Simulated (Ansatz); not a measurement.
WC, space group Fm-3m, cell relaxations under several functionals

Computed with the Ansatz DFT code, driven from Python.

`wc.extxyz`
```text
2
Lattice="0.0 2.192684 2.192684 2.192684 0.0 2.192684 2.192684 2.192684 0.0" Properties=species:S:1:pos:R:3 pbc="T T T"
W     0.00000000    0.00000000    0.00000000
C     2.19268400    2.19268400    2.19268400
```

Interactive session:
```pycon
>>> import ansatz as az
>>> import numpy as np
>>> def edges_and_angles(cell):
...     cell = np.asarray(cell)
...     a, b, c = np.linalg.norm(cell, axis=1)
...     cosines = cell[1] @ cell[2] / (b * c), cell[0] @ cell[2] / (a * c), cell[0] @ cell[1] / (a * b)
...     return (a, b, c, *np.degrees(np.arccos(cosines)))
...
>>> crystal = az.Crystal.from_extxyz('wc.extxyz')
>>> calc = (
...     crystal.calculation()
...     .basis(420, density_ratio=4)  # cutoff of the orbital basis
...     .kpoints(11, center='monkhorst-pack')
...     .occupations('cold', width=0.2)
...     .relax(cell=True, force_tolerance=0.1)  # relax until the tolerances are met
... )
>>> levels = [('pbesol', 'd3bj'), ('blyp', 'd3bj'), ('pbesol', 'none')]
>>> print('level            a       b       c    alpha   beta  gamma  V/atom  steps')
level            a       b       c    alpha   beta  gamma  V/atom  steps
>>> for name, dispersion in levels:
...     seen = []
...     run = calc.functional(name, dispersion=dispersion).session().plan()
...     res = run.execute(on_event=lambda e: seen.append(e) if e['event'] == 'relax_step' else None)
...     cell = res.lattice.cell_ang
...     label = name if dispersion == 'none' else f'{name}+{dispersion}'
...     print('{:13s} {:7.4f} {:7.4f} {:7.4f} {:6.2f} {:6.2f} {:6.2f}'.format(label, *edges_and_angles(cell)), f'{abs(np.linalg.det(cell)) / len(res.lattice.sites):7.3f} {len(seen):5d}')
...
pbesol+d3bj    3.0543  3.0543  3.0543  60.00  60.00  60.00  10.074     7
blyp+d3bj      3.0862  3.0862  3.0862  60.00  60.00  60.00  10.393     5
pbesol         3.0730  3.0730  3.0730  60.00  60.00  60.00  10.260     7
```

From smallest to largest: PBEsol+D3BJ (10.07 Å³ an atom, -4.4 % against the start), PBEsol (10.26 Å³ an atom, -2.7 % against the start) and BLYP+D3BJ (10.39 Å³ an atom, -1.4 % against the start). The spread is 3.2 % in volume.

The settings weren't tested for convergence. Forces vanish by symmetry, so the ions can't move, and the end may be a saddle. BLYP and dispersion corrections can be off by several per cent in the lattices of metals, and by several GPa in the pressure at a fixed cell. For a metal this k-point mesh is coarse: on a finer one energies can move by several to tens of meV an atom and pressures by half a GPa or more, differences at one mesh by less. Edges and angles are those of the cell as typed, here a primitive one, not of the conventional cell. Spin-orbit coupling, which matters for elements this heavy, is left out. The structure comes from a database of computed cells and needn't be a stable or known phase. Wall time of the script: 24 s on 1 thread of Arm Neoverse V1 (shared host), peak memory 0.4 GiB.

(A comment or docstring line of the script was reworded after the run, the code is as it ran.)
